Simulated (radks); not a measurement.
# The Coulomb parameter U of the 4f shell of Ho²⁺

One table from this session's results is given with a row withheld; the runs are named, their logs left out.

Program: radks (a radial shooting solver on a logarithmic mesh, Libxc functionals) version 1. Level of theory: Dirac Kohn-Sham, BLYP, spin-unpolarised, spherical densities, point nucleus; open shells are shared between the two j in proportion to 2j + 1. These are calculated values, not measurements, unless marked.

## The system

```
element       : holmium (Z = 67)
charge        : +2
electrons     : 65
configuration : [Xe] 4f10 6s1
```

Outer shells as boxes (Hund's rule):

Ho²⁺
```
[Xe] core
4f [↑↓][↑↓][↑↓][↑ ][↑ ][↑ ][↑ ]
6s [↑ ]
```

Set-up of the first run:

The run's settings:

```text
Z 67
configuration [Xe] 4f10 6s1
relativity Dirac
functional b88,lyp
spin unpolarised
j_filling average
nucleus point
c 137.035999084
```

Steps of the session up to this table: Start: [Xe] 4f10 6s1.

One table of the session follows, with a row left open; its other results are not shown here.

It belongs to the step «Start: [Xe] 4f10 6s1». Radial moments (bohr):

```
level     <r>  outermost maximum (interpolated)  90 % within  nodes
4d3/2  0.5884                             0.517        0.885      1
4d5/2       ?                                 ?            ?      ?
5s1/2   1.254                              1.12         1.81      4
5p1/2   1.400                              1.22         2.05      3
5p3/2   1.498                              1.30         2.19      3
4f5/2  0.7829                             0.517         1.34      0
4f7/2  0.7958                             0.522         1.37      0
6s1/2   3.198                              2.88         4.58      5
```

Estimate the missing values for 4d5/2.

As computed: <r>: 0.5993; outermost maximum (interpolated): 0.526; 90 % within: 0.901; nodes: 1. In the column «<r>» it lies between 4d3/2 (0.5884) and 4f5/2 (0.7829).
